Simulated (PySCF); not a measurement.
**AsN⁻ under other conditions**

Aim: change spin, charge, geometry, field or solvent of AsN⁻, one at a time, and compare with the base run.

Method: method and basis as typed in the scripts; program: PySCF 2.14.0.

3 further runs of the same task are left out: 3 that didn't finish.

## 1. The system as given

AsN⁻: 2 atoms, charge -1, spin multiplicity 2.

Bond lengths: As1–N2 1.833 Å.

## 2. The run that the others are compared with

File input.py:

```python
from pyscf import gto, scf, mp

mol = gto.M(
    atom='As 0 0 0; N 0 0 1.833',
    basis='lanl2dz',
    ecp={'As': 'lanl2dz'},
    charge=-1,
    spin=1,
    verbose=4,
)
mf = scf.UHF(mol)
mf = mf.density_fit(auxbasis='def2-universal-jkfit')
mf = mf.newton()
mf.kernel()
mp.MP2(mf, frozen=1).kernel()
mf.dip_moment()
print('orbital energies (hartree):', [e[max(0, n-3):n+3].round(4) for e, n in zip(mf.mo_energy, mol.nelec)])
```

Run with:

```bash
$ OMP_NUM_THREADS=1 python input.py
```

The log of this run is left out.

Base result: E(SCF) = -60.304028 Eh, 6 macro-iterations, E(MP2) − E(SCF) = -0.12285 Eh, ⟨S²⟩ = 1.450.

⟨S²⟩ = 1.45 against 0.75 for a pure state: the determinant is spin-contaminated. The bond length is a typed value, not an optimised one. The dipole of an ion depends on the origin.

## 3. PCM, ε = 20.5

Edit 1 changes solvent: none (gas phase) → PCM, ε = 20.5; step after the SCF: mp2 → analyze.

File input.py:

```python
from pyscf import gto, scf, solvent

mol = gto.M(
    atom='As 0 0 0; N 0 0 1.833',
    basis='lanl2dz',
    ecp={'As': 'lanl2dz'},
    charge=-1,
    spin=1,
    verbose=4,
)
mf = scf.UHF(mol)
mf = mf.density_fit(auxbasis='def2-universal-jkfit')
mf = solvent.PCM(mf)
mf.with_solvent.eps = 20.5
mf = mf.newton()
mf.kernel()
mf.mulliken_pop()
mf.dip_moment()
print('orbital energies (hartree):', [e[max(0, n-3):n+3].round(4) for e, n in zip(mf.mo_energy, mol.nelec)])
```

Run with:

```bash
$ OMP_NUM_THREADS=1 python input.py
```

## 4. Quartet

Edit 2 changes spin (2S): 1 → 3.

input.py, as its differences from that of step 2:

```diff
@@ -7,3 +7,3 @@
     charge=-1,
-    spin=1,
+    spin=3,
     verbose=4,
```

## 5. Charge +1

Edit 3 changes charge: -1 → 1.

input.py, as its differences from that of step 2:

```diff
@@ -6,3 +6,3 @@
     ecp={'As': 'lanl2dz'},
-    charge=-1,
+    charge=1,
     spin=1,
```

## 6. Electric field 0.01 a.u.

Edit 4 changes electric field: none → 0.01 a.u.

input.py, as its differences from that of step 2:

```diff
@@ -12,2 +12,7 @@
 mf = mf.density_fit(auxbasis='def2-universal-jkfit')
+field = 0.01  # electric field along z, atomic units
+h = mf.get_hcore() + field*mol.intor('int1e_r')[2]
+mf.get_hcore = lambda *args: h
+e_nuc = mol.energy_nuc() - field*mol.atom_charges() @ mol.atom_coords()[:, 2]
+mf.energy_nuc = lambda *args: e_nuc
 mf = mf.newton()
```

Before running it: what results should come out? Wanted: for each run, E(SCF); from base; gap, α spin; after the SCF.

**Answer**, as computed:

| run | E(SCF) (hartree) | from base (eV) | cycles | gap, α spin (eV) | after the SCF |
| --- | --- | --- | --- | --- | --- |
| base | -60.304028 | 0 | 6 macro | 10.87 | MP2 correlation -3.343 eV, core frozen |
| PCM, ε = 20.5 | -60.407417 | -2.8133 | 7 macro | 11.49 | n/a |
| quartet | -60.254399 | +1.3505 | 4 macro | 11.15 | MP2 correlation -2.903 eV, core frozen |
| charge +1 | -59.945261 | +9.7625 | 5 macro | 13.30 | MP2 correlation -2.042 eV, core frozen |
| electric field 0.01 a.u. | -60.287975 | not comparable | 6 macro | 10.75 | MP2 correlation -3.121 eV, core frozen |

Of the runs whose energies can be compared, “PCM, ε = 20.5” moves the SCF energy most (-2.813 eV). A continuum solvent with ε = 20.5 lowers the energy by 2.813 eV, a large gain because the system is charged. The quartet solution found lies 1.35 eV above the base doublet at this geometry and level.
